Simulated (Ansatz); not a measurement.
**C2H5Si2 radical: one species, many methods**

Aim: compute C2H5Si2 radical with functionals from several rungs and with coupled cluster, and see how far each lands from CCSD(T) at the basis-set limit for the atomisation energy.

The runs use Ansatz 0.2.0, Gaussian basis; functionals in def2-TZVPP, the program's frozen cores in correlated methods.

Plan: LDA (SPW92), PBE-D4, revPBE-D4, BLYP-D4, r2SCAN-D4, B97M-V, PBE0-D4, B3LYP-D4, r2SCANh-D4, r2SCAN0-D4, HSE06-D4, BHLYP-D4, CAM-B3LYP-D4, LC-ωPBE, ωB97X-V, ωB97M-V, B2PLYP, PBE-QIDH; CCSD(T)/def2-SVP; CCSD(T)/def2-TZVPP; MP2/def2-QZVPP; extrapolation to the limit; RPA on PBE.

## Step 1: Structure used throughout

All runs share one geometry, relaxed beforehand with PBE0-D4 in a triple-zeta def2 set.

9 atoms, charge 0, spin multiplicity 2.

Atoms are counted from 1 here; the program's logs count them from 0.

Bond lengths: Si1–C2 1.802 Å, Si1–H5 1.483 Å, Si1–H6 1.483 Å, C2–C3 1.219 Å, C3–Si4 1.824 Å, Si4–H7 1.484 Å, Si4–H8 1.483 Å, Si4–H9 1.483 Å. Angles: C2–Si1–H5 111.6°, C2–Si1–H6 111.6°, H5–Si1–H6 112.7°, Si1–C2–C3 174.7°, C2–C3–Si4 179.2°, C3–Si4–H7 109.4°, C3–Si4–H8 109.1°, C3–Si4–H9 109.1°, H7–Si4–H8 109.7°, H7–Si4–H9 109.7°, H8–Si4–H9 109.8°.

## Step 2: LDA

This LDA is Slater exchange with PW92 correlation.

Contents of in.yaml:

```yaml
crystal:
  periodic: [false, false, false]
  atoms:
    - {symbol: Si, position_ang: [-0.083334, 2.376443, -1.321890]}
    - {symbol: C, position_ang: [-0.023141, 0.801352, -0.449030]}
    - {symbol: C, position_ang: [0.126939, -0.244298, 0.159735]}
    - {symbol: Si, position_ang: [0.325700, -1.814471, 1.066476]}
    - {symbol: H, position_ang: [-0.415544, 2.194363, -2.755930]}
    - {symbol: H, position_ang: [-0.980937, 3.343244, -0.643963]}
    - {symbol: H, position_ang: [-0.967822, -2.540701, 1.082689]}
    - {symbol: H, position_ang: [1.354248, -2.640364, 0.388110]}
    - {symbol: H, position_ang: [0.752392, -1.521868, 2.456602]}
basis:
  gaussian: {orbitals: def2-TZVPP}
magnetization: {spin_polarized: true, initial_magnetization: 1}
hamiltonian: {xc: lda}
output: {orbitals: {seedname: orbitals}}
```

After this run come: PBE-D4 (GGA); revPBE-D4 (GGA); BLYP-D4 (GGA); r2SCAN-D4 (meta-GGA); B97M-V (meta-GGA); PBE0-D4 (hybrid); B3LYP-D4 (hybrid); r2SCANh-D4 (hybrid); r2SCAN0-D4 (hybrid); HSE06-D4 (hybrid); BHLYP-D4 (hybrid); CAM-B3LYP-D4 (range-separated); LC-ωPBE-D4 (range-separated); ωB97X-V (range-separated); ωB97M-V (range-separated); B2PLYP (double hybrid); PBE-QIDH (double hybrid); CCSD(T) in def2-SVP; CCSD(T) in def2-TZVPP; MP2 in def2-QZVPP; RPA on PBE orbitals.

**Question.** What will the summary of the whole plan be? Wanted: atomisation energy, CCSD(T)/CBS; farthest beyond LDA; mean size of error, GGA; mean size of error, meta-GGA; mean size of error, hybrid; mean size of error, range-separated; mean size of error, double hybrid; gap, smallest and largest; T1 diagnostic.

As calculated:

```
                               quantity                                                                             value
        atomisation energy, CCSD(T)/CBS                                                                    745.9 kcal/mol
functionals within 3.7 kcal/mol (0.5 %)  BLYP-D4, PBE0-D4, B3LYP-D4, r2SCANh-D4, HSE06-D4, CAM-B3LYP-D4, ωB97X-V, ωB97M-V
                    farthest beyond LDA                                                         BHLYP-D4 (-13.8 kcal/mol)
                mean size of error, GGA                                                                      4.9 kcal/mol
           mean size of error, meta-GGA                                                                      6.2 kcal/mol
             mean size of error, hybrid                                                                      4.0 kcal/mol
    mean size of error, range-separated                                                                      3.3 kcal/mol
      mean size of error, double hybrid                                                                      4.4 kcal/mol
              gap, smallest and largest                                          1.04 eV (LDA (SPW92)), 8.23 eV (LC-ωPBE)
                          T1 diagnostic                                                                            0.0299
triples share of the correlation energy                                                                             4.5 %
```

What this shows: LDA overbinds by 92.6 kcal/mol (12 %). PBE-D4 is off by +10.1 kcal/mol. Double hybrids carry the basis error of their MP2 part in triple zeta, and no dispersion term here, so their miss is partly the set-up's. Taken by rung, range-separated functionals do best (3.3 kcal/mol on average) and meta-GGA ones worst beyond LDA (6.2 kcal/mol). The gap between the best rungs is small, so their order is not settled. The reference freezes the cores and leaves out relativity and excitations past (T), so misses under about 3.7 kcal/mol can't be ranked. Hartree-Fock recovers 75 % of the binding; the rest is correlation. CCSD(T) in def2-SVP is off by -42.4 kcal/mol, which most functionals beat. Orbital gaps span 1.0 to 8.2 eV; exact exchange widens them. The UHF reference is spin-contaminated (⟨S²⟩ = 0.88 against 0.75).
